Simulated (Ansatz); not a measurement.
**Titanium, beta-Sn type under r²SCAN: structure, energy and stiffness**

What does r²SCAN give for titanium in the beta-Sn type structure? We relax it, solve it on a dense k-mesh, then scale the cell to 7 volumes from 88 to 112 % of the relaxed one and try a fit of the equation of state. The start is ferromagnetic. The k-meshes are 13×13×9 for the relaxation; 22×22×19 for the dense run; 15×15×13 for the volumes.

Computed with Ansatz 0.2.0 (DFT r2SCAN, plane waves (500 eV) with PAW, scalar-relativistic; PBE-made PAW files, unless a step says otherwise).

### 1 The system as given

It takes space group I4_1/amd (No. 141, tetragonal). Conventional cell: a = 5.140 Å, b = 5.140 Å, c = 2.807 Å, α = 90.00°, β = 90.00°, γ = 90.00°. Ti (site symmetry -4m2) is surrounded by 6 Ti at 2.66 to 2.81 Å.

Structure file:

```cif
data_structure
_symmetry_space_group_name_H-M 'I4_1/amd:1'
_symmetry_Int_Tables_number 141
_cell_length_a 5.1404
_cell_length_b 5.1404
_cell_length_c 2.8067
_cell_angle_alpha 90.000
_cell_angle_beta 90.000
_cell_angle_gamma 90.000
_cell_volume 74.16
loop_
_atom_site_label
_atom_site_type_symbol
_atom_site_symmetry_multiplicity
_atom_site_Wyckoff_symbol
_atom_site_fract_x
_atom_site_fract_y
_atom_site_fract_z
_atom_site_occupancy
Ti1 Ti 4 a 0.00000 0.00000 0.00000 1
```

The atoms start with moments of +1 ×2 μB.

### 2 Relaxing cell and atoms

input.yaml reads:

```yaml
crystal:
  lattice:
    - [-2.5702241168, 2.5702241168, 1.4033423678]
    - [2.5702241168, -2.5702241168, 1.4033423678]
    - [2.5702241168, 2.5702241168, -1.4033423678]
  atoms:
    - { symbol: Ti, position: [0.0, 0.0, 0.0], spin: 1.0 }
    - { symbol: Ti, position: [0.75, 0.25, 0.5], spin: 1.0 }
hamiltonian:
  xc: r2scan
  pseudopotentials:
    kind: paw
    azcp:
      Ti: "pseudopotentials/Ti.paw.azcp"
basis:
  ecutwfc: 500
  fft_grid_basis: typed
kpoints:
  mp_grid: { grid: [13, 13, 9], shift: [0, 0, 0] }
magnetization:
  spin_polarized: true
scf:
  occupations: { method: fermi_dirac, width: 0.05 }
relax:
  max_steps: 60
  f_tol: 0.01
  cell: {}
output:
  write_density: true
  write_potential: true
  elf: true
  volumetric_format: npy
```

The run is started by

```console
$ ansatz run input.yaml --threads 2 --pin off --max-ram 6144MiB --backend cpu --events-out ev --progress --plain --runs-dir out
```

The runs that follow: Single point on a dense mesh; Equation of state: 88 %; Equation of state: 92 %; Equation of state: 96 %; Equation of state: 100 %; Equation of state: 104 %; Equation of state: 108 %; Equation of state: 112 %.

What does the calculation give? Wanted: space group; conventional cell; volume; shortest distance; gap on the mesh; magnetic state; relative to hcp; V₀, B₀, B₀′.

The runs gave:

| quantity | value |
| --- | --- |
| space group (spins left aside) | Fddd (No. 70) |
| conventional cell | a = 2.750 Å, b = 5.357 Å, c = 9.596 Å |
| volume | 17.671 Å³/atom |
| shortest distance | 2.750 Å |
| gap on the mesh | none (levels filled in part) |
| magnetic state | ferromagnetic, up to 0.75 μB per atom |
| relative to hcp | +108 meV/atom |
| V₀, B₀, B₀′ | 17.699 Å³/atom, 97 GPa, 2.4 |

The relaxation shrank the cell by 4.7 % in volume. The cell has left its prototype: it ends as Fddd. What follows belongs to that structure, not to the type named at the start. The mesh has less symmetry than the lattice, which may have let the distortion in. Against the reference form of titanium (hcp, computed apart with the same settings) it stands 108 meV/atom higher. The final state is ferromagnetic (largest moment 0.75 μB). Levels at the Fermi energy are filled in part, as in a metal. The fitted modulus is 97 GPa; letting shape and positions relax at each volume could only lower it.
